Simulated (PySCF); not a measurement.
A run of PySCF 2.14.0 is set up as follows.

Contents of run.py:

```python
import json
import numpy as np
from pyscf.pbc import gto
from pyscf.dispersion import dftd3

symbols = ['As', 'As']
frac = np.array([[0.226, 0.226, 0.226], [0.774, 0.774, 0.774]])
cells = [
    [[1.84240252, 1.06371159, 3.44232632], [-1.84240252, 1.06371159, 3.44232632], [0.0, -2.12742318, 3.44232632]],
    [[1.85537761, 1.07120276, 3.46656885], [-1.85537761, 1.07120276, 3.46656885], [0.0, -2.14240552, 3.46656885]],
    [[1.86817372, 1.0785906, 3.49047698], [-1.86817372, 1.0785906, 3.49047698], [0.0, -2.1571812, 3.49047698]],
    [[1.8807969, 1.0858786, 3.51406199], [-1.8807969, 1.0858786, 3.51406199], [0.0, -2.17175719, 3.51406199]],
    [[1.89325287, 1.09307005, 3.53733461], [-1.89325287, 1.09307005, 3.53733461], [0.0, -2.18614011, 3.53733461]],
    [[1.90554706, 1.10016811, 3.56030496], [-1.90554706, 1.10016811, 3.56030496], [0.0, -2.20033622, 3.56030496]],
    [[1.91768463, 1.10717574, 3.58298267], [-1.91768463, 1.10717574, 3.58298267], [0.0, -2.21435148, 3.58298267]],
]
e_dft = [-340.672676, -340.749331, -340.813852, -340.867369, -340.910899, -340.945358, -340.971575]  # eV, free energies of the BLYP runs on these cells
e_disp = []
for a, e in zip(cells, e_dft):
    cell = gto.M(a=a, atom=list(zip(symbols, frac @ np.array(a))), basis={'As': 'DZVP-MOLOPT-SR-GTH-q5'}, pseudo={'As': 'GTH-PBE-q5'}, verbose=0)
    d = dftd3.DFTD3Dispersion(cell, xc='blyp', version='d3op', atm=False).get_dispersion()['energy'] * 27.211386245988
    e_disp.append(float(d))
    print('V = %10.4f A^3   E(DFT) = %14.6f   E(disp) = %10.6f   sum = %14.6f eV' % (abs(np.linalg.det(a)), e, d, e + d))
json.dump(e_disp, open('results.json', 'w'))
```

Potentials or basis: DZVP-MOLOPT-SR/GTH-PBE (potentials made for PBE).

The run is started by

```bash
$ python -u run.py > log
```

(1) Predict the equilibrium volume.

(2) Predict the pressure derivative of the bulk modulus.

(3) What does it give for the bulk modulus at fixed shape and positions?

Results:

(1) 22.48 Å³/atom.

(2) 4.3.

(3) 70 GPa.

Caveat: the potentials were made for another functional, which shifts forces and pressure; the cell was scaled at fixed shape and fractional positions, which overstates the stiffness of a crystal with free parameters, most of all of layers and chains; the basis of atomic orbitals isn't converged, which shifts pressures, moduli and gaps.
